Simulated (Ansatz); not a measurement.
GeRh, space group P2_13, a single point from a YAML input

Computed with Ansatz 0.2.0, Python API.

`input.yaml`
```yaml
crystal:
  lattice:
    - [4.908389, 0.0, 0.0]
    - [0.0, 4.908389, 0.0]
    - [0.0, 0.0, 4.908389]
  atoms:
    - { symbol: Ge, position: [0.166282, 0.333718, 0.666282] }
    - { symbol: Ge, position: [0.333718, 0.666282, 0.166282] }
    - { symbol: Ge, position: [0.666282, 0.166282, 0.333718] }
    - { symbol: Ge, position: [0.833718, 0.833718, 0.833718] }
    - { symbol: Rh, position: [0.882209, 0.617791, 0.382209] }
    - { symbol: Rh, position: [0.617791, 0.382209, 0.882209] }
    - { symbol: Rh, position: [0.382209, 0.882209, 0.617791] }
    - { symbol: Rh, position: [0.117791, 0.117791, 0.117791] }
kpoints:
  mp_grid: { grid: [5, 5, 5] }
hamiltonian:
  xc: r2scan
scf:
  occupations: { method: cold, width: 0.15 }
output:
  stress: true
  eigenvalues: true
```

Interactive session:
```pycon
>>> import warnings
>>> import ansatz
>>> import numpy as np
>>> import yaml
>>> warnings.simplefilter("ignore", ansatz.DeckWarning)
>>> with open("input.yaml") as handle:
...     tree = yaml.safe_load(handle)
...
>>> print("sections:", list(tree))
sections: ['crystal', 'kpoints', 'hamiltonian', 'scf', 'output']
>>> res = ansatz.Session.from_dict(tree).plan(threads=1).execute()

>>> r = res.report
>>> r["published_state_doubts"]
[]
>>> [(site.symbol, site.position_frac.round(4).tolist()) for site in res.lattice.sites]
[(<Element.GE: 'Ge'>, [0.1663, 0.3337, 0.6663]), (<Element.GE: 'Ge'>, [0.3337, 0.6663, 0.1663]), (<Element.GE: 'Ge'>, [0.6663, 0.1663, 0.3337]), (<Element.GE: 'Ge'>, [0.8337, 0.8337, 0.8337]), (<Element.RH: 'Rh'>, [0.8822, 0.6178, 0.3822]), (<Element.RH: 'Rh'>, [0.6178, 0.3822, 0.8822]), (<Element.RH: 'Rh'>, [0.3822, 0.8822, 0.6178]), (<Element.RH: 'Rh'>, [0.1178, 0.1178, 0.1178])]
>>> r["free_energy_ev"]
-42876.644355450895
>>> for key in ("converged", "n_iterations", "n_electrons", "n_kpoints", "n_pw", "n_symmetry_ops", "free_energy_ev", "fermi_energy_ev"):
...     print(f"{key:18s} {r[key]}")
...
converged          True
n_iterations       8
n_electrons        124.0
n_kpoints          11
n_pw               2969
n_symmetry_ops     12
free_energy_ev     -42876.644355450895
fermi_energy_ev    17.63180683386307
>>> fermi = r["fermi_energy_ev"]
>>> print("levels less the Fermi level (eV) at the first k-points")
levels less the Fermi level (eV) at the first k-points
>>> for k, levels in list(zip(r["kpoints_frac"], r["eigenvalues_ev"]))[:4]:
...     print("k = ({:.3f}, {:.3f}, {:.3f})".format(*k))
...     print("   ", " ".join(f"{e - fermi:.3f}" for e in levels))
...
k = (0.000, 0.000, 0.000)
    -80.706 -80.686 -80.686 -80.686 -47.897 -47.897 -47.897 -47.885 -47.885 -47.885 -47.813 -47.813 -47.810 -47.778 -47.778 -47.778 -25.607 -25.607 -25.607 -25.582 -25.582 -25.582 -25.548 -25.548 -25.548 -25.546 -25.546 -25.520 -25.520 -25.513 -25.513 -25.513 -25.512 -25.496 -25.496 -25.496 -13.098 -9.112 -9.112 -9.112 -5.353 -5.353 -5.353 -4.721 -4.367 [...]
k = (0.000, 0.000, 0.200)
[... 2 lines left out ...]
    -80.700 -80.695 -80.685 -80.684 -47.912 -47.910 -47.908 -47.904 -47.852 -47.835 -47.830 -47.814 -47.794 -47.790 -47.787 -47.784 -25.607 -25.606 -25.603 -25.594 -25.572 -25.565 -25.563 -25.555 -25.552 -25.543 -25.536 -25.535 -25.528 -25.528 -25.509 -25.506 -25.506 -25.502 -25.487 -25.487 -12.098 -11.032 -8.822 -8.560 -6.167 -5.571 -4.894 -4.751 -4.611 [...]
k = (0.000, 0.200, 0.200)
    -80.703 -80.691 -80.686 -80.684 -47.913 -47.909 -47.896 -47.891 -47.875 -47.859 -47.822 -47.804 -47.804 -47.793 -47.780 -47.773 -25.609 -25.608 -25.604 -25.583 -25.580 -25.575 -25.559 -25.553 -25.549 -25.541 -25.538 -25.534 -25.528 -25.518 -25.513 -25.508 -25.506 -25.498 -25.494 -25.488 -12.584 -10.048 -9.319 -8.499 -6.125 -5.461 -5.338 -4.833 -4.557 [...]
>>> edges = r.get("band_edges_ev")
>>> if edges:
...     print(f"band edges on the mesh: {edges[0]:.3f} and {edges[1]:.3f} eV, gap {edges[1] - edges[0]:.3f} eV")
... else:
...     print("no band edges reported (a metal, or a gap too narrow for this smearing); Fermi level", round(r["fermi_energy_ev"], 3), "eV")
...
no band edges reported (a metal, or a gap too narrow for this smearing); Fermi level 17.632 eV
>>> # pressure is a third of the trace
>>> stress = np.array(r["stress_gpa"])
>>> print(f"pressure {np.trace(stress) / 3:.3f} GPa")
pressure -0.542 GPa
>>> print("stress tensor, GPa, positive in compression")
stress tensor, GPa, positive in compression
>>> np.round(stress, 3) + 0.0
array([[-0.542,  0.   ,  0.   ],
       [ 0.   , -0.542,  0.   ],
       [ 0.   ,  0.   , -0.542]])
>>> print("energy terms (eV)")
energy terms (eV)
>>> for term, value in r["components"].items():
...     if abs(value) > 1e-9:
...         print(f"  {term:26s} {value:16.5f}")
...
  e_band                           -849.76723
  e_kinetic                        2753.50713
  e_local                        -14835.50446
  e_nonlocal                       3109.33592
  e_hartree                        5984.83456
  e_xc                            -1148.14920
  e_vxc                           -1536.74107
  e_paw                          -22560.43744
  e_vpaw                          -2411.73455
  e_augmentation_tail                 0.00278
  e_vtau                            101.72264
  e_ewald                        -16174.42269
  e_core_change                      -5.82290
  e_smearing                          0.01196
```

What to keep in mind:
- Total energies depend on the potentials; only differences at equal settings carry meaning. A total without «per atom» is that of the cell as typed.
- The energy terms are those on the plane-wave grid, with the one-centre PAW part apart; e_band, e_vxc and e_vpaw aren't summands of the total.
- For a metal this k-point mesh is coarse: on a finer one energies can move by several to tens of meV an atom and pressures by half a GPa or more, differences at one mesh by less.
- Only differences from the Fermi energy are physical; the zero of the scale is a convention.
- This cell is a computed structure, which may not be the phase found in nature.
- Levels are Kohn-Sham eigenvalues on this mesh, without spin-orbit coupling.
- Run time: 20 s on 1 thread of Arm Neoverse V2, on a shared host, peak memory 0.61 GiB.

(Lines on the test bed's own set-up are left out of the output.)
